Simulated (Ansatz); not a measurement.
# CH2FGeO+ (SMILES O=[CH][GeH+][F]): functionals against CCSD(T) at one geometry

One table from this session's results is given with a row withheld; the runs are named, their logs left out.

Computed with Ansatz 0.2.0, Gaussian basis. Level: single points in def2-TZVPP.

Cores are frozen in the correlated methods. Filled d shells of the heavier atoms are correlated.

## The system as given

SMILES `O=[CH][GeH+][F]`, 6 atoms, charge 1, spin multiplicity 1.

Atoms are counted from 1 here; the program's logs count them from 0.

Bond lengths: O1–C2 1.181 Å, C2–Ge3 2.365 Å, C2–H5 1.048 Å, Ge3–F4 1.682 Å, Ge3–H6 1.626 Å. Angles: O1–C2–Ge3 109.9°, O1–C2–H5 135.0°, Ge3–C2–H5 115.1°, C2–Ge3–F4 95.8°, C2–Ge3–H6 163.7°, F4–Ge3–H6 100.2°.

Geometry (Å):

```xyz
6
CH2FGeO
O     0.0411   -0.8705   -1.7378
C     0.8309   -0.5451   -0.9216
Ge   -0.2715    0.4959    0.8931
F    -1.8277    0.2740    0.2960
H     1.8761   -0.5754   -0.8479
H    -0.6097    1.1796    2.3290
```

Set-up of the first run:

Input file run/in.yaml:

```yaml
crystal:
  periodic: [false, false, false]
  atoms:
    - {symbol: O, position_ang: [0.041100, -0.870500, -1.737800]}
    - {symbol: C, position_ang: [0.830900, -0.545100, -0.921600]}
    - {symbol: Ge, position_ang: [-0.271500, 0.495900, 0.893100]}
    - {symbol: F, position_ang: [-1.827700, 0.274000, 0.296000]}
    - {symbol: H, position_ang: [1.876100, -0.575400, -0.847900]}
    - {symbol: H, position_ang: [-0.609700, 1.179600, 2.329000]}
basis:
  gaussian: {orbitals: def2-TZVPP}
total_charge: 1
correlation: {method: ccsd_t}
output: {forces: true}
```

No record of the launch command was kept for these runs.

Among the steps run: CCSD(T)/def2-TZVPP; PBE0-D4/def2-TZVPP; wB97M-V/def2-TZVPP; r2SCAN-D4/def2-TZVPP; PBE-D4/def2-TZVPP; wB97X-V/def2-TZVPP; CAM-B3LYP-D4/def2-TZVPP.

One of the session's tables, all rows but one given; the rest of the session is left out.

| method | RMS force component (eV/Å) | angle to CCSD(T) forces (°) |
| --- | --- | --- |
| CCSD(T) | 1.098 | reference |
| PBE0-D4 | 1.492 | 10.5 |
| wB97M-V | 1.516 | 11.3 |
| r2SCAN-D4 | 1.308 | 6.8 |
| PBE-D4 | 1.158 | 15.3 |
| wB97X-V | 1.471 | 8.7 |
| CAM-B3LYP-D4 | ? | ? |

Q: Estimate the row for CAM-B3LYP-D4 from the others.

As computed: RMS force component (eV/Å): 1.585; angle to CCSD(T) forces (°): 12.6. In the column «RMS force component (eV/Å)» it is the highest.
